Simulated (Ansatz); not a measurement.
# CH4Br (doublet): from Hartree-Fock to the top rungs at distance C1–H5 along a hydrogen transfer = 1.624 Å, cc-pVDZ

Aim: climb from Hartree-Fock through coupled cluster and multireference methods for CH4Br (doublet) at one geometry and basis, and see what each rung misses.

Computed with Ansatz 0.2.0, Gaussian basis. Level: cc-pVDZ, core rule «outside noble gas», up to 15 orbitals frozen.

Plan: UHF; CCSD(T) on ROHF; CCSD(T) on UHF; BCCD(T) on ROHF; CISD; CCSDT(Q) on ROHF; CCSDT(Q) on UHF; CASSCF and MRCISD+Q, 3 electrons in 3 orbitals; CASSCF and NEVPT2, 3 electrons in 3 orbitals; CASSCF and MRCISD+Q, 15 electrons in 12 orbitals; CASSCF and NEVPT2, 15 electrons in 12 orbitals.

**1. What is computed**

The geometry derives from fragments relaxed apart (PBE0/def2-TZVP) and kept rigid, so it is no stationary point. A hydrogen atom is moved between rigid fragments. No spin-orbit coupling is included. The filled d shell of Br may be among the frozen orbitals whatever the setting's name suggests; the logs give the count.

6 atoms, charge 0, spin multiplicity 2.

Atoms are counted from 1 here; the program's logs count them from 0.

Bond lengths: C1–H2 1.090 Å, C1–H3 1.090 Å, C1–H4 1.090 Å, H5–Br6 1.744 Å. Angles: H2–C1–H3 109.5°, H2–C1–H4 109.5°, H3–C1–H4 109.5°.

**2. UHF**

The input, in.yaml:

```yaml
crystal:
  periodic: [false, false, false]
  atoms:
    - {symbol: C, position_ang: [-2.810477, 0.000000, 0.000000]}
    - {symbol: H, position_ang: [-3.173683, 1.027301, 0.000000]}
    - {symbol: H, position_ang: [-3.173683, -0.513650, 0.889668]}
    - {symbol: H, position_ang: [-3.173683, -0.513650, -0.889669]}
    - {symbol: H, position_ang: [-1.186477, 0.000000, 0.000000]}
    - {symbol: Br, position_ang: [0.557523, 0.000000, 0.000000]}
basis:
  gaussian: {orbitals: cc-pVDZ}
magnetization: {spin_polarized: true, initial_magnetization: 1}
hamiltonian: {xc: hf}
output: {orbitals: {seedname: orbitals}}
```

The run is started by

```console
> ansatz run in.yaml --threads 1 --pin off --events-out ev --progress --plain --max-ram 4096MiB --backend cpu
```

The runs that follow: CCSD(T) on ROHF; CCSD(T) on UHF; BCCD(T) on ROHF; CISD; CCSDT(Q) on ROHF; CCSDT(Q) on UHF; CASSCF and MRCISD+Q, 3 electrons in 3 orbitals; CASSCF and NEVPT2, 3 electrons in 3 orbitals; CASSCF and MRCISD+Q, 15 electrons in 12 orbitals; CASSCF and NEVPT2, 15 electrons in 12 orbitals.

**Question.** What will the summary of the whole plan be? Wanted: UCCSDT(Q) below the RHF energy; RMP2 from UCCSDT(Q); UMP2 from UCCSDT(Q); RCCSD from UCCSDT(Q); RCCSD(T) from UCCSDT(Q); UCCSD(T) from UCCSDT(Q); RCCSDT(Q) from UCCSDT(Q); NEVPT2 pair from UCCSDT(Q); MRCISD+Q pair from UCCSDT(Q).

As calculated:

```
                         quantity                                                                     value
   UCCSDT(Q) below the RHF energy                                                                -8.7121 eV
              RMP2 from UCCSDT(Q)                                                             +122.3 kJ/mol
              UMP2 from UCCSDT(Q)                                                             +126.2 kJ/mol
             RCCSD from UCCSDT(Q)                                                              +22.1 kJ/mol
          RCCSD(T) from UCCSDT(Q)                                                               +3.8 kJ/mol
          UCCSD(T) from UCCSDT(Q)                                                               +3.8 kJ/mol
         RCCSDT(Q) from UCCSDT(Q)                                                               +0.1 kJ/mol
       NEVPT2 pair from UCCSDT(Q)                                                             +107.1 kJ/mol
     MRCISD+Q pair from UCCSDT(Q)                                                               +8.0 kJ/mol
    NEVPT2 valence from UCCSDT(Q)                                                             +134.9 kJ/mol
levels within 1 kcal/mol (43 meV)  RCCSD(T), UCCSD(T), BCCD(T), RCCSDT, UCCSDT, RCCSDT(Q), MRCISD+Q valence
                    T1 diagnostic                                                                     0.031
   effectively unpaired electrons                                                                      1.03
```

In words: RCCSD(T) lands +3.8 kJ/mol from the yardstick (0.5 % of the correlation energy). One determinant dominates. Of the multireference levels listed MRCISD+Q valence comes nearest in total energy (+2.4 kJ/mol), which doesn't show that its space is the better one. These misses are within one basis, not against nature; the frozen cores of restricted and unrestricted runs differ, which can shift their rows.
